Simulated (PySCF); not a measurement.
# [RuCl3]+: structure of the triplet

Aim: relax [RuCl3]+ as a triplet from a trigonal pyramidal start, check by its vibrations whether the end is a minimum, and collect its spectrum and constants.

Method: PBE0, basis Ru def2-TZVP with ECP28, Cl def2-TZVP, scalar-relativistic core potentials, no spin–orbit coupling, density fitting; program: PySCF 2.14.0.

## Step 1: Where the work starts

4 atoms, charge 1, spin multiplicity 3.

Bond lengths: Ru1–Cl2 2.195 Å, Ru1–Cl3 2.195 Å, Ru1–Cl4 2.195 Å. Angles: Cl2–Ru1–Cl3 99.8°, Cl2–Ru1–Cl4 99.8°, Cl3–Ru1–Cl4 99.8°.

Coordinates in bohr (charge 1 multiplicity 3):
```
Ru    0.0000    0.0000    0.0000
Cl    3.6627    0.0000    1.9476
Cl   -1.8313    3.1721    1.9476
Cl   -1.8313   -3.1721    1.9476
```

## Step 2: The SCF at the typed geometry

The steps below are one call of a driver around PySCF. For each, scf.py gives the equivalent set-up of the SCF; relaxations use the driver's own optimiser. After this first run the driver tries any further starts and a stability analysis.

Input file scf.py:

```python
from pyscf import gto, scf, dft
mol = gto.M(atom='''
Ru     0.000000     0.000000     0.000000
Cl     1.938200     0.000000     1.030600
Cl    -0.969100     1.678600     1.030600
Cl    -0.969100    -1.678600     1.030600''',
    basis={'Ru': 'def2-TZVP', 'Cl': 'def2-TZVP'},
    ecp={'Ru': 'def2-TZVP'},
    charge=1, spin=2)
mf = dft.UKS(mol, xc='PBE0')
mf.grids.atom_grid = (50, 194)
aux = {'Ru': 'def2-universal-JKFIT', 'Cl': 'def2-universal-JKFIT'}
mf = mf.density_fit(auxbasis=aux)
mf.conv_tol = 1e-08
mf.diis_space = 10
mf.max_cycle = 60
mf.init_guess = 'minao'
mf.verbose = 4
mf.kernel()
```

Command:

```console
> OMP_NUM_THREADS=4 python axn.py task.json out
```

After this run come: Trigonal pyramidal start, triplet: relaxation; Frequencies.

Before running it: what results should come out? Wanted: minimum; geometry; wavenumbers; dipole moment; highest occupied, lowest empty level; polar-tensor charge of Ru1; zero-point energy; ⟨S²⟩.

The runs gave:

| quantity | value |
| --- | --- |
| minimum | triplet, D3h |
| geometry | Ru–Cl 2.095 Å (×3); Cl–Ru–Cl 120.0° (×3) |
| wavenumbers (cm⁻¹) | 54 (a2''), 115 (e'), 445 (a1'), 515 (e') |
| dipole moment (centre of mass) | 0.00 D |
| highest occupied, lowest empty level (either spin) | -13.81, -10.80 eV |
| polar-tensor charge of Ru1 | +1.53 e |
| zero-point energy | 10.5 kJ/mol |
| entropy at 298.15 K | 343.6 J/(mol K) |
| ⟨S²⟩ | 2.018 |

What this shows: The trigonal pyramidal start (C3v) ends in a minimum of D3h symmetry. In the infrared the band at 515 cm⁻¹ (e', stretch) leads. Most of the spin sits on Ru1 (Mulliken spin 1.62, against 2 for the whole molecule). Other starts or spin states, not run here, may lie lower. One determinant may miss the lowest occupation of an open d or f shell.
